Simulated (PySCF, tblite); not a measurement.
# C₆H₈FSi radical: geometry, infrared bands and EPR parameters

What infrared bands and EPR parameters should C₆H₈FSi radical (`CC#C[Si]1CC(F)C1`) show?

The runs use tblite 0.8.0 and PySCF 2.14.0, with density-fitted response routines of our own; the level of theory stands in each step. All values are computed, except where a source is named. Atoms are numbered from 0 throughout.

## Step 1: The molecule as given

16 atoms, charge 0, multiplicity 2; geometry from: force field or distance geometry start.

Bonds of the start (Å): C0–C1 1.47, C1–C2 1.19, C2–Si3 1.87, Si3–C4 1.90, C4–C5 1.57, C5–F6 1.35, C5–C7 1.56, C7–Si3 1.88, C0–H8 1.09, C0–H9 1.09, C0–H10 1.09, C4–H11 1.09, C4–H12 1.10, C5–H13 1.10, C7–H14 1.09, C7–H15 1.10.

## Step 2: Relaxing the molecule with GFN2-xTB

Job settings and geometry (Å):

```
{"job": {"kind": "relax", "xc": "GFN2-xTB", "basis": "xTB"}, "charge": 0, "multiplicity": 2}
C      3.567000    -1.059900    -0.851500
C      2.167300    -0.944500    -0.403500
C      1.043900    -0.862500    -0.016300
Si    -0.732900    -0.705100     0.549500
C     -1.188700     1.019000     1.193200
C     -2.520800     0.895600     0.365000
F     -3.544000     0.331600     1.046000
C     -1.901400    -0.002700    -0.751800
H      4.223100    -0.433600    -0.241800
H      3.646300    -0.737700    -1.888300
H      3.908600    -2.092000    -0.782100
H     -0.512200     1.799200     0.834500
H     -1.325500     1.108500     2.276500
H     -2.836400     1.867900    -0.029400
H     -1.395300     0.549400    -1.548100
H     -2.606600    -0.724300    -1.182500
```

The run is started by

```
> OMP_NUM_THREADS=1 python probes_run.py task.json out
```

The driver reads the jobs from task.json and runs them one after another.

The program printed:

```text
step      E/eV     max force
  0    -632.05127    2.693
  1    -632.09196    5.072
  2    -632.26252    0.960
  3    -632.30412    0.782
  4    -632.34534    0.470
  5    -632.35627    0.281
  6    -632.36558    0.227
  7    -632.37596    0.287
  8    -632.38510    0.263
  9    -632.39084    0.152
 10    -632.39418    0.123
 11    -632.39666    0.115
 12    -632.39894    0.119
 13    -632.40113    0.106
 14    -632.40332    0.120
 15    -632.40574    0.145
 16    -632.40847    0.161
 17    -632.41136    0.151
 18    -632.41439    0.188
 19    -632.41797    0.210
 20    -632.42267    0.206
 21    -632.42837    0.234
 22    -632.43418    0.171
 23    -632.43927    0.185
 24    -632.44387    0.232
 25    -632.44872    0.255
 26    -632.45346    0.221
 27    -632.45660    0.133
 28    -632.45795    0.064
 29    -632.45855    0.066
 30    -632.45898    0.079
 31    -632.45945    0.059
 32    -632.45994    0.056
 33    -632.46064    0.066
 34    -632.46091    0.057
 35    -632.46134    0.037
 36    -632.46151    0.025
 37    -632.46164    0.036
 38    -632.46179    0.040
 39    -632.46202    0.045
 40    -632.46235    0.053
 41    -632.46273    0.052
 42    -632.46308    0.050
 43    -632.46343    0.048
 44    -632.46386    0.055
 45    -632.46441    0.061
 46    -632.46492    0.051
 47    -632.46531    0.044
 48    -632.46570    0.047
 49    -632.46635    0.087
 50    -632.46750    0.128
 51    -632.46918    0.143
 52    -632.47086    0.103
 53    -632.47195    0.086
 54    -632.45463    0.656
 55    -632.47293    0.074
 56    -632.47360    0.069
 57    -632.47507    0.318
 58    -632.47745    0.073
 59    -632.47929    0.080
 60    -632.47612    0.478
 61    -632.48208    0.086
 62    -632.48373    0.090
 63    -632.48398    0.442
 64    -632.48842    0.092
 65    -632.49071    0.092
 66    -632.49280    0.398
 67    -632.49715    0.077
 68    -632.49911    0.089
 69    -632.50034    0.176
 70    -632.50171    0.044
 71    -632.50212    0.041
 72    -632.50273    0.052
 73    -632.50289    0.027
 74    -632.50302    0.021
 75    -632.50311    0.016
 76    -632.50315    0.017
 77    -632.50318    0.013
 78    -632.50320    0.010
```

It took 0.44 s on 1 thread of Arm Neoverse V2, shared host.

Step by step: (not every step is listed)

```tsv
step	energy from step 0 (eV)	largest force (eV/Å)
0	0.0000	2.6933
1	-0.0407	5.0719
2	-0.2112	0.9596
3	-0.2528	0.7817
4	-0.2941	0.4697
5	-0.3050	0.2806
6	-0.3143	0.2275
7	-0.3247	0.2870
8	-0.3338	0.2627
14	-0.3520	0.1201
20	-0.3714	0.2056
26	-0.4022	0.2205
32	-0.4087	0.0556
38	-0.4105	0.0402
44	-0.4126	0.0547
50	-0.4162	0.1281
56	-0.4223	0.0689
62	-0.4325	0.0901
68	-0.4478	0.0887
73	-0.4516	0.0275
74	-0.4517	0.0214
75	-0.4518	0.0161
76	-0.4519	0.0171
77	-0.4519	0.0135
78	-0.4519	0.0100
```

Close pairs (by a distance rule), those that changed most:

```tsv
bond	before (Å)	after (Å)	change (Å)
C4–C5	1.573	1.530	-0.043
Si3–C7	1.885	1.923	+0.038
C2–Si3	1.871	1.834	-0.037
C5–C7	1.561	1.530	-0.031
C0–C1	1.474	1.444	-0.030
C5–F6	1.352	1.382	+0.030
Si3–C4	1.896	1.923	+0.027
C1–C2	1.191	1.210	+0.019
```

The final coordinates are the input of the step that follows.

## Step 3: Vibrational analysis with GFN2-xTB

Job settings and geometry (Å):

```
{"job": {"kind": "ir", "xc": "GFN2-xTB", "basis": "xTB"}, "charge": 0, "multiplicity": 2}
C      3.556877    -0.895955    -0.933519
C      2.193469    -0.839756    -0.461353
C      1.045147    -0.732536    -0.094780
Si    -0.651418    -0.843312     0.594025
C     -1.306341     0.772925     1.404995
C     -2.091697     1.065050     0.124308
F     -3.381428     1.492192     0.379462
C     -2.053074    -0.283741    -0.597904
H      4.189425    -0.256743    -0.317623
H      3.610474    -0.556000    -1.967900
H      3.928168    -1.919655    -0.878932
H     -0.595763     1.548180     1.681185
H     -1.987335     0.624416     2.240626
H     -1.624273     1.858433    -0.468493
H     -1.841282    -0.216890    -1.662314
H     -2.998549    -0.807665    -0.472270
```

The program printed:

```text
mode    cm-1     km/mol
  1      25.3      0.02
  2      39.7      0.91
  3      67.8      0.15
  4     105.0      4.37
  5     196.1     22.28
  6     197.3      6.17
  7     302.8      0.40
  8     313.4      1.93
  9     374.6      0.24
 10     418.4     25.92
 11     491.0      6.48
 12     566.0     42.56
 13     664.9     31.01
 14     684.0     51.29
 15     767.8     64.55
 16     792.3     40.76
 17     896.1     48.42
 18    1002.1      2.46
 19    1011.7      5.81
 20    1012.8      6.41
 21    1027.0     88.36
 22    1075.0      9.22
 23    1104.7      1.19
 24    1153.3     23.41
 25    1160.0      0.01
 26    1182.5     13.30
 27    1252.5      5.79
 28    1309.3     32.25
 29    1381.3      1.95
 30    1445.1      7.66
 31    1447.1      6.92
 32    1456.0      5.55
 33    1463.9      1.20
 34    2264.7    129.57
 35    2930.8     35.54
 36    2996.3     19.03
 37    3001.3     14.61
 38    3004.3     28.69
 39    3007.1     15.46
 40    3008.3     46.33
 41    3014.9     17.27
 42    3017.0     15.48
```

Wall time 0.45 s (1 thread of Arm Neoverse V2, shared host).

Which atoms move in the most intense modes:

```tsv
cm⁻¹	km/mol	atoms
566	42.6	Si3 31 %, C0 18 %
684	51.3	C4 27 %, C7 27 %, Si3 23 %
768	64.5	Si3 30 %, C7 18 %, C4 18 %
792	40.8	H14 20 %, H11 20 %, C7 16 %, C4 16 %
896	48.4	C7 22 %, C4 22 %, F6 16 %, C5 16 %
1027	88.4	C5 46 %, F6 14 %
2265	129.6	C1 54 %, C2 45 %
3008	46.3	H11 39 %, H14 36 %
```

## Step 4: EPR parameters: B3LYP/pcH-1

Settings changed since step 3:

```diff
@@ -1,2 +1,2 @@
-{"job": {"kind": "ir", "xc": "GFN2-xTB", "basis": "xTB"}, "charge": 0, "multiplicity": 2}
+{"job": {"kind": "epr", "basis": "pcH-1"}, "charge": 0, "multiplicity": 2}
 C      3.556877    -0.895955    -0.933519
```

With the program's defaults for keys left out, this is: UKS B3LYP, pcH-1 on C F H Si, non-relativistic, mean-field spin-orbit, GIAO.

The program printed:

```text
UKS, coarse grid
  cycle   1  E = -622.60544233  |g| = 5.20e-01
  cycle   2  E = -622.52982110  |g| = 6.90e-01
  cycle   3  E = -622.71879328  |g| = 7.06e-02
  cycle   4  E = -622.71960632  |g| = 4.91e-02
  cycle   5  E = -622.72057391  |g| = 2.09e-02
  cycle   6  E = -622.72078367  |g| = 4.91e-03
  cycle   7  E = -622.72079606  |g| = 1.71e-03
  cycle   8  E = -622.72079812  |g| = 6.47e-04
UKS, final grid
  cycle   1  E = -622.72080529  |g| = 8.81e-04
  cycle   2  E = -622.72080465  |g| = 1.49e-03
  cycle   3  E = -622.72080574  |g| = 2.89e-04
  cycle   4  E = -622.72080579  |g| = 1.02e-04
  cycle   5  E = -622.72080581  |g| = 8.23e-05
  cycle   6  E = -622.72080582  |g| = 1.50e-05
E = -622.72080582 Eh   <S^2> = 0.7537 (exact 0.7500)
g shifts (ppm)      1          2          3
  rmc          -156       -156       -156
  gc             31         56         85
  oz_so        -264       1112       1284
  total        -389       1012       1213
hyperfine (MHz)  atom isotope    a_iso     a_fc   dipolar eigenvalues
    0   13C      -5.20      -5.20     -0.49      0.07      0.42
    1   13C      14.71      14.78    -12.44    -11.64     24.07
    2   13C      36.72      36.69     -8.80     -1.97     10.76
    3  29Si    -568.13    -569.04   -149.64     74.43     75.21
    4   13C      17.92      17.87     -7.63     -6.74     14.37
    5   13C      38.23      38.23     -2.00     -0.94      2.94
    6   19F      40.31      40.18    -25.26    -23.11     48.37
    7   13C      17.97      17.93     -7.65     -6.77     14.42
    8    1H       1.95       1.95     -1.10     -0.98      2.08
    9    1H      12.36      12.37     -1.14     -1.01      2.16
   10    1H      22.27      22.27     -1.28     -0.76      2.04
   11    1H      12.12      12.11     -4.49     -0.56      5.06
   12    1H      14.12      14.11     -4.72     -3.18      7.91
   13    1H      12.27      12.27     -1.69     -1.44      3.13
   14    1H      12.10      12.10     -4.50     -0.56      5.06
   15    1H      14.10      14.10     -4.74     -3.18      7.92
```

Run time: 89 s. Hardware: 1 thread of Arm Neoverse V2, shared host; peak memory 0.97 GiB.

Principal g values 2.00193, 2.00333, 2.00353; g(iso) = 2.00293, against 2.00232 for a free electron.

Mean a(iso) over the nuclei that a row names, and the largest dipolar term of the row (other rows stand at the frozen geometry):

```tsv
nuclei	isotope	a(iso) (MHz)	a(iso) (G, at g = 2.0023)	largest dipolar term (MHz)
Si3	29Si	-568.1	-202.7	-149.6
F6	19F	40.3	14.4	48.4
C5	13C	38.2	13.6	2.9
C2	13C	36.7	13.1	10.8
C4, C7	13C	17.9	6.4	14.4
C1	13C	14.7	5.3	24.1
H12, H15	1H	14.1	5.0	7.9
H13	1H	12.3	4.4	3.1
H8, H9, H10	1H	12.2	4.4	2.2
H11, H14	1H	12.1	4.3	5.1
C0	13C	-5.2	-1.9	-0.5
```

Mulliken spin populations:

C0 -0.01; C1 0.15; C2 -0.07; Si3 0.80; C4 0.04; C5 0.01; F6 0.01; C7 0.04; H8 0.00; H9 0.00; H10 0.01; H11 0.00; H12 0.00; H13 0.01; H14 0.00; H15 0.00

In first order the couplings over 0.8 MHz of 19F, 1H give 144 distinct lines over 50.5 G, if the averaged nuclei exchange fast; the same motion can average rows kept apart here too.

The fields below are evaluated on a grid from the run's orbitals.

ELF in a plane through or near 6 of the atoms.

Values, 10 rows by 14 columns:
```
0.00 0.00 0.00 0.00 0.00 0.00 0.00 0.00 0.00 0.00 0.00 0.00 0.00 0.00
0.00 0.00 0.00 0.00 0.00 0.00 0.00 0.01 0.17 0.03 0.00 0.00 0.00 0.00
0.00 0.00 0.01 0.05 0.00 0.00 0.00 0.45 0.99 0.34 0.03 0.00 0.00 0.00
0.00 0.00 0.90 0.99 0.03 0.28 0.08 0.19 0.97 0.46 0.01 0.02 0.00 0.00
0.00 0.01 0.48 0.95 0.50 0.75 0.64 0.08 0.37 0.81 0.65 0.66 0.01 0.00
0.00 0.01 0.21 0.59 0.72 0.80 0.70 0.11 0.23 0.32 0.77 0.74 0.02 0.00
0.00 0.00 0.14 0.81 0.05 0.43 0.22 0.09 0.81 0.49 0.04 0.14 0.00 0.00
0.00 0.00 0.01 0.06 0.00 0.05 0.00 0.49 1.00 0.50 0.04 0.00 0.00 0.00
0.00 0.00 0.00 0.00 0.00 0.00 0.00 0.06 0.66 0.08 0.00 0.00 0.00 0.00
0.00 0.00 0.00 0.00 0.00 0.00 0.00 0.00 0.00 0.00 0.00 0.00 0.00 0.00
```
The map spans 13.9 Å across and 9.2 Å up, centred on the molecule. Atoms in the plane (x, y in Å): C0 (-3.8, 0.0), C5 (2.3, 0.0), F6 (3.7, 0.0), H8 (-4.1, 1.0), H11 (1.3, 2.0), H14 (1.3, -2.0).

log10 of the density (e/Å³) in the same plane.

Values, 10 rows by 14 columns:
```
-4.0 -4.0 -4.0 -4.0 -4.0 -4.0 -4.0 -4.0 -4.0 -4.0 -4.0 -4.0 -4.0 -4.0
-4.0 -4.0 -4.0 -4.0 -4.0 -4.0 -4.0 -3.0 -2.4 -2.6 -3.4 -4.0 -4.0 -4.0
-4.0 -4.0 -3.1 -2.7 -3.2 -3.2 -3.2 -1.9 -0.8 -1.4 -2.4 -3.8 -4.0 -4.0
-4.0 -3.2 -1.6 -0.8 -1.7 -1.7 -1.9 -1.4  0.1 -0.5 -1.6 -2.3 -4.0 -4.0
-4.0 -2.8 -1.0  0.2 -0.4 -0.5 -0.8 -1.3 -0.5  0.2  0.1 -0.4 -2.6 -4.0
-4.0 -2.7 -1.0  0.3 -0.1 -0.3 -0.6 -1.2 -0.6  0.6  0.5 -0.1 -2.4 -4.0
-4.0 -3.1 -1.7 -0.8 -1.4 -1.4 -1.6 -1.4 -0.1 -0.3 -1.3 -1.7 -3.7 -4.0
-4.0 -4.0 -2.8 -2.3 -2.6 -2.5 -2.6 -1.5  0.0 -0.9 -2.1 -3.4 -4.0 -4.0
-4.0 -4.0 -4.0 -4.0 -4.0 -4.0 -4.0 -2.6 -1.8 -2.2 -3.0 -4.0 -4.0 -4.0
-4.0 -4.0 -4.0 -4.0 -4.0 -4.0 -4.0 -4.0 -3.7 -3.9 -4.0 -4.0 -4.0 -4.0
```
The map spans 13.9 Å across and 9.2 Å up, centred on the molecule. Atoms in the plane (x, y in Å): C0 (-3.8, 0.0), C5 (2.3, 0.0), F6 (3.7, 0.0), H8 (-4.1, 1.0), H11 (1.3, 2.0), H14 (1.3, -2.0).

On the surface of density 0.002 e/bohr³ the electrostatic potential runs, from the 1st to the 99th percentile, from -1.19 V near F6 to 1.06 V near H9.

The spin density lies nearest to Si3 64 %; C1 11 %.

## Step 5: Results

| quantity | value |
| --- | --- |
| strongest single infrared mode (GFN2-xTB) | 2265 cm⁻¹, 130 km/mol |
| zero-point energy (GFN2-xTB) | 75.2 kcal/mol |
| g(iso) (B3LYP) | 2.00293 |
| ⟨S²⟩ | 0.754 (exact 0.75) |
| largest a(iso) (averaged by class) | 29Si on Si3, -568.1 MHz |
| potential on the surface of density 0.002 e/bohr³, 1st and 99th percentile | -1.19 V and 1.06 V |

Relaxing lowered the energy by 0.452 eV in 78 steps; the close pair that moved most is C4–C5, from 1.573 to 1.530 Å. No mode is imaginary among the 42: a minimum at this level. The strongest single mode, at 2265 cm⁻¹, moves mainly C1 and C2. GFN2-xTB is a fitted tight-binding method: band positions and strengths are rough. Its intensities can rank the bands wrongly. Si3 carries the largest spin population, 0.80 e. The isotropic g lies 0.6 ppt above the free-electron value. The conformer search found further structures of the same energy, which may be mirror or relabelled copies of this one.
